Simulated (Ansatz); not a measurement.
**C2H5InS: up Jacob's ladder to CCSD(T)**

The task here is to estimate one member of a computed series from the others.

Method: functionals in def2-TZVPP, the program's frozen cores in correlated methods; program: Ansatz 0.2.0, Gaussian basis.

Plan: LDA (SPW92), PBE-D4, revPBE-D4, BLYP-D4, r2SCAN-D4, B97M-V, PBE0-D4, B3LYP-D4, r2SCANh-D4, r2SCAN0-D4, HSE06-D4, BHLYP-D4, CAM-B3LYP-D4, LC-ωPBE, ωB97X-V, ωB97M-V, B2PLYP, PBE-QIDH; CCSD(T)/def2-SVP; CCSD(T)/def2-TZVPP; MP2/def2-QZVPP; extrapolation to the limit; RPA on PBE.

**The relaxed structure**

All runs share one geometry, relaxed beforehand with PBE0-D4 in a triple-zeta def2 set. In takes the def2 core potential; no spin-orbit term is included.

SMILES `S/C=[CH]\[InH2]`, 9 atoms, charge 0, spin multiplicity 1.

Atoms are counted from 1 here; the program's logs count them from 0.

Bond lengths: S1–C2 1.743 Å, S1–H5 1.346 Å, C2–C3 1.338 Å, C2–H6 1.090 Å, C3–In4 2.126 Å, C3–H7 1.088 Å, In4–H8 1.721 Å, In4–H9 1.730 Å. Angles: C2–S1–H5 97.6°, S1–C2–C3 130.4°, S1–C2–H6 109.1°, C3–C2–H6 120.6°, C2–C3–In4 128.0°, C2–C3–H7 114.6°, In4–C3–H7 117.4°, C3–In4–H8 119.1°, C3–In4–H9 119.9°, H8–In4–H9 121.1°.

Set-up of the first run:

in.yaml reads:

```yaml
crystal:
  periodic: [false, false, false]
  atoms:
    - {symbol: S, position_ang: [-0.606242, 2.184812, 0.403540]}
    - {symbol: C, position_ang: [0.799658, 1.156730, 0.341683]}
    - {symbol: C, position_ang: [0.906707, -0.149314, 0.071151]}
    - {symbol: In, position_ang: [-0.648203, -1.519400, -0.402946]}
    - {symbol: H, position_ang: [-1.524402, 1.249504, 0.096813]}
    - {symbol: H, position_ang: [1.685085, 1.750006, 0.571213]}
    - {symbol: H, position_ang: [1.922928, -0.536475, 0.103233]}
    - {symbol: H, position_ang: [-0.247432, -3.162729, -0.719331]}
    - {symbol: H, position_ang: [-2.288088, -0.973124, -0.465356]}
basis:
  gaussian: {orbitals: def2-TZVPP}
hamiltonian: {xc: lda}
output: {orbitals: {seedname: orbitals}}
```

Run with:

```bash
ansatz run in.yaml --threads 4 --pin off --events-out ev --progress --plain --max-ram 10444MiB
```

Among the steps run: LDA; PBE-D4 (GGA); revPBE-D4 (GGA); BLYP-D4 (GGA); r2SCAN-D4 (meta-GGA); B97M-V (meta-GGA); B3LYP-D4 (hybrid); r2SCANh-D4 (hybrid); r2SCAN0-D4 (hybrid); HSE06-D4 (hybrid); BHLYP-D4 (hybrid); CAM-B3LYP-D4 (range-separated); LC-ωPBE (range-separated); ωB97X-V (range-separated); ωB97M-V (range-separated); B2PLYP (double hybrid); PBE-QIDH (double hybrid).

One of the session's tables, all rows but one given; the rest of the session is left out.

It belongs to the step «Frontier levels by functional». 

```
  functional  HOMO (eV)  LUMO (eV)  gap (eV)
 LDA (SPW92)      -5.77      -2.96      2.80
      PBE-D4      -5.60      -2.70      2.91
   revPBE-D4      -5.54      -2.58      2.96
     BLYP-D4      -5.44      -2.63      2.81
   r2SCAN-D4      -5.79      -2.48      3.31
      B97M-V      -5.83      -2.67      3.16
     PBE0-D4      -6.62      -1.97      4.64
    B3LYP-D4      -6.41      -2.22      4.18
  r2SCANh-D4      -6.17      -2.22      3.95
  r2SCAN0-D4      -6.75      -1.85      4.90
    HSE06-D4      -6.22      -2.33      3.89
    BHLYP-D4          ?          ?         ?
CAM-B3LYP-D4      -7.84      -1.16      6.68
     LC-ωPBE      -9.16      -0.08      9.08
     ωB97X-V      -8.81      -0.20      8.61
     ωB97M-V      -8.68      -0.44      8.24
```

Q: Estimate the row for BHLYP-D4 from the others.

Worked estimate for «HOMO (eV)». Against the share of exact exchange, BLYP-D4 (0, -5.44), B3LYP-D4 (0.2, -6.41) give a slope of -4.85 per unit share; at 0.5 the line stands at -7.86.

**Answer.** HOMO (eV): -7.50; LUMO (eV): -1.29; gap (eV): 6.21. In «HOMO (eV)» the line misses by -0.36.
